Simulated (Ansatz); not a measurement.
# Cs4BePb3Br12: the cost of one run

Computed with Ansatz 0.2.0 (DFT, PBE, plane-wave PAW, default files, scalar-relativistic, as far as a step names no other, unless a step's input says otherwise).

### Step 1. The structure to begin with

It takes space group Im-3m (No. 229, cubic). The conventional cell has a = 11.740 Å, b = 11.740 Å, c = 11.740 Å, α = 90.00°, β = 90.00°, γ = 90.00°. Cs (site symmetry -3m) is surrounded by 12 Br at 4.15 Å. Around Be (site symmetry m-3m) lie 6 Br at 2.93 to 2.94 Å. Pb (site symmetry 4/mmm) is surrounded by 6 Br at 2.94 Å. Br (site symmetry 4mm) is surrounded by 1 Be at 2.94 Å and 1 Pb at 2.94 Å and 4 Cs at 4.15 Å. Br (site symmetry -4m2) is surrounded by 2 Pb at 2.93 to 2.94 Å and 4 Cs at 4.15 Å.

Structure file:

```
CELL_PARAMETERS angstrom
-5.87000 5.87000 5.87000
5.87000 -5.87000 5.87000
5.87000 5.87000 -5.87000
ATOMIC_POSITIONS crystal
Cs 0.00000 0.00000 0.00000
Cs 0.50000 0.50000 0.00000
Cs 0.50000 0.00000 0.50000
Cs 0.00000 0.50000 0.50000
Be 0.50000 0.50000 0.50000
Pb 0.00000 0.00000 0.50000
Pb 0.00000 0.50000 0.00000
Pb 0.50000 0.00000 0.00000
Br 0.50000 0.25000 0.25000
Br 0.00000 0.75000 0.25000
Br 0.00000 0.25000 0.75000
Br 0.50000 0.75000 0.75000
Br 0.25000 0.50000 0.25000
Br 0.75000 0.00000 0.25000
Br 0.75000 0.50000 0.75000
Br 0.25000 0.00000 0.75000
Br 0.25000 0.25000 0.50000
Br 0.75000 0.75000 0.50000
Br 0.75000 0.25000 0.00000
Br 0.25000 0.75000 0.00000
```

Atom 5 of the input is the impurity.

### Step 2. First run, atoms as given

The input, input.yaml:

```yaml
crystal:
  lattice:
    - [-5.87, 5.87, 5.87]
    - [5.87, -5.87, 5.87]
    - [5.87, 5.87, -5.87]
  atoms:
    - { symbol: Cs, position: [0.0, 0.0, 0.0] }
    - { symbol: Cs, position: [0.5, 0.5, 0.0] }
    - { symbol: Cs, position: [0.5, 0.0, 0.5] }
    - { symbol: Cs, position: [0.0, 0.5, 0.5] }
    - { symbol: Be, position: [0.5, 0.5, 0.5] }
    - { symbol: Pb, position: [0.0, 0.0, 0.5] }
    - { symbol: Pb, position: [0.0, 0.5, 0.0] }
    - { symbol: Pb, position: [0.5, 0.0, 0.0] }
    - { symbol: Br, position: [0.5, 0.25, 0.25] }
    - { symbol: Br, position: [0.0, 0.75, 0.25] }
    - { symbol: Br, position: [0.0, 0.25, 0.75] }
    - { symbol: Br, position: [0.5, 0.75, 0.75] }
    - { symbol: Br, position: [0.25, 0.5, 0.25] }
    - { symbol: Br, position: [0.75, 0.0, 0.25] }
    - { symbol: Br, position: [0.75, 0.5, 0.75] }
    - { symbol: Br, position: [0.25, 0.0, 0.75] }
    - { symbol: Br, position: [0.25, 0.25, 0.5] }
    - { symbol: Br, position: [0.75, 0.75, 0.5] }
    - { symbol: Br, position: [0.75, 0.25, 0.0] }
    - { symbol: Br, position: [0.25, 0.75, 0.0] }
kpoints:
  mp_grid: { grid: [2, 2, 2] }
scf:
  occupations: { method: fermi_dirac, width: 0.01 }
hamiltonian:
  xc: pbe
  pseudopotentials: { kind: paw }
output:
  forces: true
  stress: true
  populations: true
  efg:
    quadrupole_moments_barn: { Cs: -0.00343, Be: 0.05288, Br: 0.2579 }
    contact_densities: true
```

Launch:

```console
$ ansatz run input.yaml --threads 1 --pin off --max-ram 2560MiB --backend cpu --events-out ev --progress --plain --runs-dir out
```

What time and memory should one allow on 1 thread of Arm Neoverse V2, shared host?

About 28 s, with a peak of 1.2 GiB.
